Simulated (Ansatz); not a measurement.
# SnH2Cl (SMILES [Cl][SnH2]) at U-r2SCAN0/STO-3G

What is the electronic atomisation energy of SnH2Cl at U-r2SCAN0/STO-3G? 

The results are computed with Ansatz 0.2.0.

51 further runs of the same task are left out: 15 that didn't finish, 36 set aside as unsound or not needed.

### Step 1. Starting point

SnH2Cl has 4 atoms, charge 0, and is taken as a doublet. As SMILES, `[Cl][SnH2]`. Geometry: relaxed at PBE0-D4/def2-TZVP.

Bond lengths: Cl1–Sn2 2.343 Å, Sn2–H3 1.723 Å, Sn2–H4 1.723 Å. Angles: Cl1–Sn2–H3 105.0°, Cl1–Sn2–H4 105.0°, H3–Sn2–H4 111.9°.

### Step 2. A single-point energy at U-r2SCAN0/STO-3G

run.yaml

```yaml
crystal:
  periodic: [false, false, false]
  atoms:
    - {symbol: Cl, position_ang: [-1.882600, 0.398400, -0.585000]}
    - {symbol: Sn, position_ang: [0.380000, -0.179600, -0.397100]}
    - {symbol: H, position_ang: [0.412500, -1.500000, 0.709600]}
    - {symbol: H, position_ang: [1.145500, 1.221000, 0.252100]}
basis:
  gaussian:
    orbitals: STO-3G
total_charge: 0
magnetization:
  spin_polarized: true
  initial_magnetization: 1
hamiltonian:
  xc: {name: r2SCAN0}
accuracy: high
```

Launch:

```bash
ansatz run run.yaml --threads 1 --pin off --max-ram 2610MiB --events-out events.jsonl --progress --plain --runs-dir runs
```

The log of the run:

```text
Warning: RAYON_NUM_THREADS=1 ignored (pool sized by the plan → 1); use --threads N
Functional definition: r2SCAN0
  name "r2SCAN0"
  parameter a = 0.25
  parameter k0 = 0.174
  parameter k1 = 0.065
  parameter a1 = 4.9479
  exchange = (1 - a)*r2scan_x(k0 = k0, k1 = k1, a1 = a1) + a*exact_x
  correlation = r2scan_c
682 factors; integrals over basis functions are off by at most 5.9e-9 eV
mean field evaluation 1: about -174751.6184 eV, gradient 7.4e0 eV
mean field evaluation 2: about -174752.1673 eV, gradient 4.4e0 eV
mean field evaluation 4: about -174752.4020 eV, gradient 1.3e-1 eV
mean field evaluation 8: about -174752.3988 eV, gradient 1.1e-2 eV
mean field evaluation 16: about -174752.3988 eV, gradient 3.2e-7 eV
mean field -174752.39877785 eV, -6422.0322036556 hartree, gradient 4.3e-8 eV, S^2 0.750917; 0 other end points of the search recorded, 0 dependent functions left out
reference -174752.39877844 eV, -6422.0322036773 hartree; 35, 34 occupied and 3, 4 virtual orbitals, 682 factors
Total energy: -174752.39877844 eV, -6422.0322036773 hartree
```

It took 7.8 s on 1 thread of Arm Neoverse V2, shared host; peak memory 0.29 GiB.

### Step 3. The Cl atom at the same level

job.yaml

```yaml
crystal:
  periodic: [false, false, false]
  atoms:
    - {symbol: Cl, position_ang: [0.000000, 0.000000, 0.000000]}
basis:
  gaussian:
    orbitals: STO-3G
accuracy: high
hamiltonian:
  xc: {name: r2SCAN0}
magnetization:
  spin_polarized: true
  initial_magnetization: 1
```

Run the same way, it converges to -455.13078 Eh (log not shown).

### Step 4. The H atom at the same level

run.yaml

```yaml
crystal:
  periodic: [false, false, false]
  atoms:
    - {symbol: H, position_ang: [0.000000, 0.000000, 0.000000]}
basis:
  gaussian: {orbitals: STO-3G}
magnetization: {spin_polarized: true, initial_magnetization: 1}
hamiltonian: {xc: {name: r2SCAN0}}
accuracy: high
```

Run the same way, it converges to -0.46649 Eh (log not shown).

### Step 5. The Sn atom at the same level

run.yaml

```yaml
crystal:
  periodic: [false, false, false]
  atoms:
    - {symbol: Sn, position_ang: [0.000000, 0.000000, 0.000000]}
basis:
  gaussian:
    orbitals: STO-3G
accuracy: high
magnetization:
  spin_polarized: true
  initial_magnetization: 2
hamiltonian:
  xc: {name: r2SCAN0}
```

Run the same way, it converges to -5965.48230 Eh (log not shown).

### Step 6. Outcome

Level: U-r2SCAN0/STO-3G.

```
                     quantity           value
       molecule: total energy  -6422.03220 Eh
               molecule: ⟨S²⟩           0.751
        Cl atom: total energy   -455.13078 Eh
                Cl atom: ⟨S²⟩           0.750
         H atom: total energy     -0.46649 Eh
                 H atom: ⟨S²⟩           0.750
        Sn atom: total energy  -5965.48230 Eh
                Sn atom: ⟨S²⟩           2.000
electronic atomisation energy       13.229 eV
```

In words: Taking the molecule apart into free atoms costs 13.23 eV (305 kcal/mol), before zero-point energy and without spin-orbit coupling. In a minimal basis such a difference can be off by several eV, whatever the method. Relativity is left out (molecule) although the molecule holds a heavy atom. Relativity is left out (Sn atom) although the molecule holds a heavy atom.
